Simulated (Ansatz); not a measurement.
**CH₇BFNSi: one species, many methods**

The task here is to estimate one member of a computed series from the others.

Method: functionals in def2-TZVPP, the program's frozen cores in correlated methods; program: Ansatz 0.2.0, Gaussian basis.

Plan: PBE-D4, r2SCAN-D4, PBE0-D4, B3LYP-D4, ωB97X-V, ωB97M-V, B2PLYP; CCSD(T)/def2-TZVPP; MP2/def2-QZVPP; extrapolation to the limit.

### The geometry

An earlier PBE0-D4 in a triple-zeta def2 set relaxation fixed the geometry.

12 atoms, charge 0, spin multiplicity 1.

Atoms are counted from 1 here; the program's logs count them from 0.

Bond lengths: B1–N2 1.399 Å, B1–H6 1.197 Å, B1–H7 1.198 Å, N2–C3 1.462 Å, N2–Si4 1.733 Å, C3–H8 1.090 Å, C3–H9 1.093 Å, C3–H10 1.094 Å, Si4–F5 1.599 Å, Si4–H11 1.474 Å, Si4–H12 1.482 Å. Angles: N2–B1–H6 119.1°, N2–B1–H7 119.4°, H6–B1–H7 121.5°, B1–N2–C3 121.9°, B1–N2–Si4 121.2°, C3–N2–Si4 117.0°, N2–C3–H8 109.6°, N2–C3–H9 111.0°, N2–C3–H10 111.0°, H8–C3–H9 108.6°, H8–C3–H10 108.6°, H9–C3–H10 108.0°, N2–Si4–F5 109.4°, N2–Si4–H11 109.7°, N2–Si4–H12 109.4°, F5–Si4–H11 108.8°, F5–Si4–H12 105.8°, H11–Si4–H12 113.5°.

As a file:

```xyz
12
charge 0, multiplicity 1
B    -0.0064    0.7948    1.4320
N    -0.0735    0.1456    0.1941
C    -1.1686    0.3851   -0.7443
Si    1.1407   -0.9926   -0.2891
F     1.9109   -0.4340   -1.5747
H     0.9216    0.5743    2.1548
H    -0.8794    1.5532    1.7464
H    -1.8953    1.0604   -0.2933
H    -0.8006    0.8374   -1.6690
H    -1.6752   -0.5495   -1.0033
H     2.1116   -1.1781    0.8042
H     0.4912   -2.2518   -0.7241
```

Set-up of the first run:

The input, in.yaml:

```yaml
crystal:
  periodic: [false, false, false]
  atoms:
    - {symbol: B, position_ang: [-0.006373, 0.794847, 1.432038]}
    - {symbol: N, position_ang: [-0.073505, 0.145615, 0.194079]}
    - {symbol: C, position_ang: [-1.168621, 0.385082, -0.744272]}
    - {symbol: Si, position_ang: [1.140731, -0.992602, -0.289063]}
    - {symbol: F, position_ang: [1.910915, -0.433987, -1.574749]}
    - {symbol: H, position_ang: [0.921562, 0.574282, 2.154833]}
    - {symbol: H, position_ang: [-0.879449, 1.553217, 1.746365]}
    - {symbol: H, position_ang: [-1.895317, 1.060405, -0.293259]}
    - {symbol: H, position_ang: [-0.800617, 0.837416, -1.668965]}
    - {symbol: H, position_ang: [-1.675194, -0.549475, -1.003270]}
    - {symbol: H, position_ang: [2.111569, -1.178097, 0.804220]}
    - {symbol: H, position_ang: [0.491201, -2.251803, -0.724055]}
basis:
  gaussian: {orbitals: def2-TZVPP}
hamiltonian: {xc: pbe, dispersion: d4}
output: {forces: true, orbitals: {seedname: orbitals}}
```

The run is started by

```
$ ansatz run in.yaml --threads 4 --pin off --events-out ev --progress --plain --max-ram 10444MiB
```

Among the steps run: PBE-D4 (GGA); r2SCAN-D4 (meta-GGA); PBE0-D4 (hybrid); B3LYP-D4 (hybrid); ωB97X-V (range-separated); ωB97M-V (range-separated); B2PLYP (double hybrid); CCSD(T) in def2-TZVPP; MP2 in def2-QZVPP.

One of the session's tables, all rows but one given; the rest of the session is left out.

| method | atomisation energy (eV) |
| --- | --- |
| PBE-D4 | 46.854 |
| r2SCAN-D4 | 46.389 |
| PBE0-D4 | 46.239 |
| B3LYP-D4 | 46.543 |
| ωB97X-V | 46.591 |
| ωB97M-V | 46.596 |
| B2PLYP | 46.049 |
| HF/def2-TZVPP | ? |
| MP2/def2-TZVPP | 45.866 |
| CCSD/def2-TZVPP | 44.679 |
| CCSD(T)/def2-TZVPP | 45.225 |
| MP2/CBS | 47.035 |
| CCSD(T)/CBS | 46.394 |

Estimate the missing values for HF/def2-TZVPP.

As computed: atomisation energy (eV): 34.924. In the column «atomisation energy (eV)» it is the lowest.

Caveats from the session: Free atoms (1 B, 1 N, 1 C, 1 Si, 1 F, 7 H) were run apart at each level; the atomisation energy is their sum less the molecule, without zero-point or spin-orbit terms.
